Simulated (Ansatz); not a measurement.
# V: response to strain

V is deformed so: zz strain of +1 %. What stress and forces result, by LAPW, PAW and all-electron datasets made for the crystal?

Computed with Ansatz 0.2.0 (DFT PBEsol, scalar-relativistic, unless a step's input says otherwise).

### Step 1. The system as given

Symmetry: Im-3m, No. 229, cubic system. Conventional cell: a = 3.026 Å, b = 3.026 Å, c = 3.026 Å, α = 90.00°, β = 90.00°, γ = 90.00°. V (site symmetry m-3m) is surrounded by 8 V at 2.62 Å.

Coordinates:

```xyz
1
Lattice="-1.5130 1.5130 1.5130 1.5130 -1.5130 1.5130 1.5130 1.5130 -1.5130" Properties=species:S:1:pos:R:3 pbc="T T T"
V     0.0000    0.0000    0.0000
```

### Step 2. The deformed structure

Space group Im-3m before, I4/mmm after.

### Step 3. All-electron LAPW

input.yaml reads:

```yaml
crystal:
  lattice:
    - [-1.513, 1.513, 1.52813]
    - [1.513, -1.513, 1.52813]
    - [1.513, 1.513, -1.52813]
  atoms:
    - { symbol: V, position: [0.0, 0.0, 0.0], spin: 1.5 }
magnetization:
  spin_polarized: true
kpoints:
  mp_grid: { grid: [19, 19, 19] }
  band_path:
    path:
      - [0.0, 0.0, 0.0]
      - [0.0, 0.0, 0.5]
      - [0.25, 0.25, 0.25]
      - [0.0, 0.5, 0.0]
      - [0.0, 0.0, 0.0]
      - [0.5, 0.5, -0.5]
      - [0.4950740124, 0.5049259876, -0.4950740124]
      - [-0.4950740124, 0.4950740124, 0.4950740124]
      - [0.0, 0.0, 0.0]
    npoints: 5
scf:
  occupations: { method: fermi_dirac, width: 0.03 }
hamiltonian:
  xc: pbesol
  pseudopotentials: { kind: all_electron, lapw: { basis_error: 0.001 } }
output:
  forces: true
  stress: true
  eigenvalues: true
```

Launch:

```
> ansatz run input.yaml --threads 1 --pin off --max-ram 3072MiB --backend cpu --events-out ev --progress --plain --runs-dir out
```

### Step 4. PAW on the default files

input.yaml reads:

```yaml
crystal:
  lattice:
    - [-1.513, 1.513, 1.52813]
    - [1.513, -1.513, 1.52813]
    - [1.513, 1.513, -1.52813]
  atoms:
    - { symbol: V, position: [0.0, 0.0, 0.0], spin: 1.5 }
magnetization:
  spin_polarized: true
kpoints:
  mp_grid: { grid: [19, 19, 19] }
scf:
  occupations: { method: fermi_dirac, width: 0.03 }
hamiltonian:
  xc: pbesol
  pseudopotentials: { kind: paw }
output:
  forces: true
  stress: true
  eigenvalues: true
  efg: { contact_densities: true }
  write_density: true
  write_potential: true
  elf: true
  volumetric_format: npy
```

### Step 5. All-electron PAW on datasets made for the crystal

input.yaml: that of step 4 with these lines changed.

```diff
@@ -15,3 +15,3 @@
   xc: pbesol
-  pseudopotentials: { kind: paw }
+  pseudopotentials: { kind: all_electron, datasets: crystal }
 output:
@@ -21,5 +21 @@
   efg: { contact_densities: true }
-  write_density: true
-  write_potential: true
-  elf: true
-  volumetric_format: npy
```

(Steps that only read results are left out.)

Before running it: what results should come out? Wanted: pressure; largest shear or deviatoric stress.

The runs gave:

| quantity | value |
| --- | --- |
| pressure | LAPW -13.30, PAW -13.26, crystal datasets -13.30 GPa |
| largest shear or deviatoric stress (LAPW) | 0.76 GPa |

The largest part of the stress beyond the pressure is 0.76 GPa in size, in the zz component. No run of the undeformed cell stands beside it, so the pressure holds what the given cell had before the change. PAW: stress within 0.04 GPa of LAPW. Crystal datasets: stress within 0.01 GPa of LAPW.
